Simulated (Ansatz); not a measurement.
Predict the output of the script below (Ansatz's Python interface).

`b2h6osn_field.py`:
```python
'''Response of B2H6OSn to a pair of distant point charges.'''

from dataclasses import dataclass

import ansatz as az
import numpy as np


@dataclass(frozen=True)
class Options:
    basis: str = 'def2-SVPD'
    xc: str = 'PBE'
    dispersion: str = 'd4'


opts = Options()

GEOMETRY = '''
B    -1.61360    0.95350   -0.83220
Sn   -0.18240   -0.64500   -0.69520
B     1.41100   -0.02860    0.67280
O     1.20610    0.32200    2.06750
H    -1.88280    1.49220   -1.90770
H    -2.22350    1.39160    0.12290
H    -0.93330   -2.07770   -0.06860
H     0.53080   -0.95620   -2.28360
H     2.56270    0.04150    0.34230
H     1.20810   -0.54460    2.58490
'''

mol = az.Crystal.molecule()
for line in GEOMETRY.strip().splitlines():
    symbol, *xyz = line.split()
    mol = mol.atom(symbol, [float(v) for v in xyz])

base = mol.calculation()
base = base.basis(gaussian=opts.basis)
base = base.functional(opts.xc, dispersion=opts.dispersion)
base = base.forces()
# charges +q and -q at -R and +R make a nearly even field 2 k q / R^2 at the centre
centre = np.mean([site.position_ang for site in mol.cartesian_sites], axis=0)
field = 2 * 14.399645 * 4.0 / 25.0 ** 2


def dipole(axis, sign):
    arm = 25.0 * np.eye(3)[axis]
    pair = [{'charge': sign * 4.0, 'position_ang': (centre - arm).tolist()}, {'charge': -sign * 4.0, 'position_ang': (centre + arm).tolist()}]
    deck = base.input().set(az.key.basis.gaussian.point_charges, pair)
    return np.array(az.Session.from_dict(deck).plan().execute().report['charge_distribution']['dipole_moment_e_ang'])


print(f'field {field:.4f} V/A')
alpha = np.array([(dipole(axis, 1) - dipole(axis, -1)) / (2 * field) * 14.399645 for axis in range(3)])
print('polarisability tensor (A^3)')
print(np.array2string(alpha, precision=3, suppress_small=True))
print(f'mean {np.trace(alpha) / 3:.3f} A^3 = {np.trace(alpha) / 3 / 0.14818471:.2f} bohr^3')
```

Output of `python b2h6osn_field.py`:
```text
field 0.1843 V/A
polarisability tensor (A^3)
[[14.077 -1.275  1.821]
 [-1.251 11.749 -0.146]
 [ 1.811 -0.119 13.177]]
mean 13.001 A^3 = 87.74 bohr^3
```

These settings explore the input space; basis and method may be short of convergence. The geometry is a force-field or estimated start, not a minimum of this method, and the basis set is short of its limit. The field of two point charges is only nearly even. def2 sets replace the cores of elements past krypton by effective core potentials. Run time: 33 s on 1 thread of Arm Neoverse V1, on a shared host, peak memory 0.24 GiB.

(Lines on the test bed's own set-up are left out of the output.)
